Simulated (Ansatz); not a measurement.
# Y2C: the cost of one run

Program: Ansatz 0.2.0. Level of theory: DFT PBEsol, scalar-relativistic, plane waves, PAW. These are calculated values, not measurements.

1 further run of the same task is left out (set aside as unsound or not needed).

### Step 1. The system as given

The structure is trigonal, space group R-3m (No. 166). The conventional cell has a = 3.563 Å, b = 3.563 Å, c = 18.264 Å, α = 90.00°, β = 90.00°, γ = 120.00°. Around Y (site symmetry 3m) lie 3 C at 2.45 Å. Around C (site symmetry -3m) lie 6 Y at 2.45 Å.

As a file:

```
Y C
1.0
     1.78144    1.02852    6.08784
    -1.78144    1.02852    6.08784
     0.00000   -2.05703    6.08784
Y C
2 1
Direct
  0.26015 0.26015 0.26015
  0.73985 0.73985 0.73985
  0.00000 0.00000 0.00000
```

This cell was relaxed beforehand with the same method: volume 22.31 Å³/atom, gap on the mesh none (metal).

### Step 2. Bands, states and charges

Contents of input.yaml:

```yaml
crystal:
  lattice:
    - [1.8124192369, 1.0464007343, 5.988]
    - [-1.8124192369, 1.0464007343, 5.988]
    - [0.0, -2.0928014686, 5.988]
  atoms:
    - { symbol: "Y", position: [0.25793, 0.25793, 0.25793] }
    - { symbol: "Y", position: [0.74207, 0.74207, 0.74207] }
    - { symbol: C, position: [0.0, 0.0, 0.0], spin: 1.0 }
basis:
  ecutwfc: 420
kpoints:
  mp_grid: { grid: [6, 6, 6] }
hamiltonian:
  xc: pbesol
scf:
  occupations: { method: gaussian, width: 0.1 }
  lower_state_search: "off"
output:
  forces: true
  stress: true
  eigenvalues: true
  populations: true
magnetization:
  spin_polarized: true
```

On the command line:

```
ansatz run input.yaml --threads 1 --pin off --max-ram 2560MiB --backend cpu --events-out ev --progress --plain --runs-dir out
```

**Question.** How long does this run take on 1 thread of Arm Neoverse V1, shared host, and how much memory does it need?

About 12 s, with a peak of 0.35 GiB.
